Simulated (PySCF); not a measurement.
# As2GaH7NO2Sc: the cost of one run

Computed with PySCF 2.14.0; each step states its level. No surroundings beyond the atoms listed, unless a continuum is named. Atoms count from 0, parts from 1.

## 1. The system as given

Each species was relaxed by itself at GFN1-xTB.

## 2. Reaction energy: PBE0-D3(BJ)/def2-SVP

Job settings and geometry (Å):

```
{"job": {"kind": "react", "xc": "PBE0", "basis": "def2-SVP", "disp": "d3bj"}, "charge": 0, "multiplicity": 1}
-1 As2GaH6N charge 0 multiplicity 1
N      1.592690     0.761790     0.818600
Ga    -0.066290     0.042300     0.206980
As    -0.518460    -2.180070     1.029710
As    -0.899590     1.079060    -1.798490
H      2.022330     0.487190     1.692600
H      1.880690     1.715040     0.638880
H     -1.339780    -2.487540    -0.190270
H      0.718350    -2.642040     0.309400
H     -1.061710     2.457780    -1.239620
H     -2.328230     0.766490    -1.467780

-1 H3O3Sc charge 0 multiplicity 1
O     -0.572110    -0.957440     1.408020
Sc    -0.001870    -0.001080     0.000090
O     -1.078930     0.251450    -1.413510
O      1.648720     0.704300     0.008560
H     -0.255530    -1.257390     2.265070
H     -1.963580     0.026840    -1.715870
H      2.223310     1.233320    -0.552360

+1 As2GaH7NO2Sc charge 0 multiplicity 1
O     -0.663360    -1.782650    -0.512170
Sc     0.315190    -0.805090     0.739770
O      1.993840    -1.086950     1.516910
N     -0.662630     0.685100     1.692370
Ga    -0.189380     1.631870     0.053150
As    -1.561610     0.466880    -1.594310
As     2.218940     0.929730    -0.199230
H     -1.055610    -2.632480    -0.730710
H      2.442020    -1.201070     2.360960
H     -1.671070     0.644110     1.898050
H     -2.679120     0.214920    -0.628920
H     -2.352420     1.645810    -2.161940
H      1.631110    -0.325180    -0.862400
H      2.234090     1.615000    -1.571520

+1 H2O charge 0 multiplicity 1
O     -0.000080     0.379290    -0.006370
H     -0.770530    -0.190080    -0.012010
H      0.770610    -0.189210     0.018380
```

Level: PBE0-D3(BJ)/def2-SVP reaction energy of separated species, gas phase.

Command:

```
OMP_NUM_THREADS=1 python cluster_run.py task.json out
```

One launch serves the whole session: the jobs run in the order shown.

Q: Estimate the wall time and peak memory of this first job on 1 thread of Arm Neoverse N1, shared host.

About 70 s, with a peak of 0.8 GiB.
